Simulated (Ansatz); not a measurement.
I need a cohesive energy from free atoms of CaZn3 and its free atoms. Use Ansatz 0.2.0 through its Python package. Settings (first run): PBEsol, PAW, cutoff 490 eV, 7×7×7 k-points, Fermi-Dirac smearing of 0.02 eV.

Script `cohesive_cazn3.py`:
```python
"""Binding of CaZn3 against spin-polarised atoms in a box."""

from collections import Counter
from dataclasses import dataclass
import warnings

import ansatz as az


@dataclass(frozen=True)
class Options:
    functional: str = "PBEsol"
    scf_tol: float = 1e-07
    kspacing: float = 0.27
    smearing: str = "fermi_dirac"
    width_ev: float = 0.02


settings = Options()

PHASES = {
    "CaZn3": (
        [[0.0, 3.356146, 3.356146], [3.356146, 0.0, 3.356146], [3.356146, 3.356146, 0.0]],
        [
            ("Ca", [0.5, 0.5, 0.5]),
            ("Zn", [0.0, 0.0, 0.0]),
            ("Zn", [0.25, 0.25, 0.25]),
            ("Zn", [0.75, 0.75, 0.75]),
        ],
    ),
}


def build(vectors, sites):
    crystal = az.Crystal(lattice=az.Lattice.of(vectors))
    for symbol, position in sites:
        crystal = crystal.atom(symbol, position)
    return crystal


def counts(outcome):
    return Counter(site.symbol for site in outcome.lattice.sites)

UNPAIRED = {"Ca": 0, "Zn": 0}  # unpaired electrons of the free atoms


def solve(name, crystal):
    calc = (
        crystal.calculation()
        .functional(settings.functional)
        .scf(tolerance=settings.scf_tol)
        .basis(18 * az.Ha)
        .kpoints(spacing=settings.kspacing)
        .occupations(settings.smearing, width=settings.width_ev)
    )
    if name.endswith(" atom"):
        calc = calc.kpoints(1, 1, 1).occupations("fermi_dirac", width=0.01)
        if UNPAIRED[name.split()[0]]:
            calc = calc.spin("collinear")
        return calc.run(threads=1)
    calc = calc.relax(force_tolerance=0.03, cell=True)
    return calc.run(threads=1)

warnings.simplefilter("ignore", az.DeckWarning)

phases = {name: build(*cell) for name, cell in PHASES.items()}
# free atoms: a low-symmetry box, moments by the rule of Hund
for element, moment in UNPAIRED.items():
    phases[f"{element} atom"] = az.Lattice.orthorhombic(10.0, 10.5, 11.0).atom(element, (0.5, 0.5, 0.5), moment=moment or None)

done = {name: solve(name, crystal) for name, crystal in phases.items()}

for element in UNPAIRED:
    atom = done[f"{element} atom"].report
    print(f"{element} atom: {atom['energy_sigma0_ev']:.4f} eV, moment {atom['magnetization_mub']:.2f} muB")
solid = done["CaZn3"]
n = counts(solid)
binding = (sum(k * done[f"{e} atom"].report["energy_sigma0_ev"] for e, k in n.items()) - solid.report["energy_sigma0_ev"]) / sum(n.values())
print(f"cohesive energy {binding:.3f} eV/atom = {96.4853 * binding:.0f} kJ/mol of atoms (no zero-point energy)")
```

`python cohesive_cazn3.py` gives:
```text
Ca atom: -1791.6472 eV, moment 0.00 muB
Zn atom: -3279.3247 eV, moment 0.00 muB
cohesive energy 1.849 eV/atom = 178 kJ/mol of atoms (no zero-point energy)
```

What to keep in mind:
- Total energies depend on the potentials; only differences at equal settings carry meaning.
- Other magnetic orders than the one started from may lie lower.
- For the metals among these phases the mesh is modest: differences between phases can be off by up to 40 meV an atom.
- The program warned that this SCF threshold is loose for forces or stresses.
- The cells come from databases of deposited and of computed structures, and not all need be stable phases.
- Free atoms in a box carry small image and symmetry errors, and spin-orbit coupling is left out.
- The script silences the warnings on its input, which a real study should read.
- Finished in 15 s on 1 thread of Arm Neoverse V2 (shared host), peak memory 0.73 GiB.

(Lines on the test bed's own set-up are left out of the output.)
